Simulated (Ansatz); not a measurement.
# CH4BrInO: the cost of one run

Computed with Ansatz 0.2.0, Gaussian basis. Level: the settings change from run to run.

## 1. The molecule

The structure was relaxed beforehand with PBE0-D4 in a triple-zeta def2 set. In takes a core potential in def2 sets; no spin-orbit term is included.

SMILES `[CH3][In]([OH])[Br]`, 8 atoms, charge 0, spin multiplicity 1.

Atoms are counted from 1 here; the program's logs count them from 0.

Bond lengths: C1–In2 2.123 Å, C1–H5 1.090 Å, C1–H6 1.090 Å, C1–H7 1.088 Å, In2–O3 1.976 Å, In2–Br4 2.486 Å, O3–H8 0.961 Å. Angles: In2–C1–H5 109.2°, In2–C1–H6 109.1°, In2–C1–H7 109.4°, H5–C1–H6 109.1°, H5–C1–H7 110.1°, H6–C1–H7 109.9°, C1–In2–O3 125.9°, C1–In2–Br4 124.1°, O3–In2–Br4 110.0°, In2–O3–H8 111.8°.

## 2. revPBE/ANO-RCC-VTZP

This run has unrestricted orbitals, D3(BJ) dispersion, relativity set to none.

Input file in.yaml:

```yaml
crystal:
  periodic: [false, false, false]
  atoms:
    - {symbol: C, position_ang: [-0.552802, 1.382809, 0.183223]}
    - {symbol: In, position_ang: [0.087203, -0.622693, -0.094719]}
    - {symbol: O, position_ang: [1.961745, -1.243234, -0.160245]}
    - {symbol: Br, position_ang: [-1.455283, -2.549864, -0.385742]}
    - {symbol: H, position_ang: [-0.088972, 2.015464, -0.573065]}
    - {symbol: H, position_ang: [-0.242343, 1.722340, 1.171225]}
    - {symbol: H, position_ang: [-1.636501, 1.431018, 0.098069]}
    - {symbol: H, position_ang: [2.019154, -2.192942, -0.294646]}
basis:
  gaussian: {orbitals: ANO-RCC-VTZP}
magnetization: {spin_polarized: true, initial_magnetization: 0}
hamiltonian: {xc: {name: revPBE}, dispersion: d3bj, pseudopotentials: {relativity: none}}
output: {forces: true}
```

Command:

```sh
> ansatz run in.yaml --threads 2 --pin off --events-out ev --progress --plain --max-ram 22528MiB --backend cpu
```

Q: Estimate wall time and peak memory on 2 threads of AMD EPYC 7R13, shared host.

About 14 s, with a peak of 0.56 GiB.
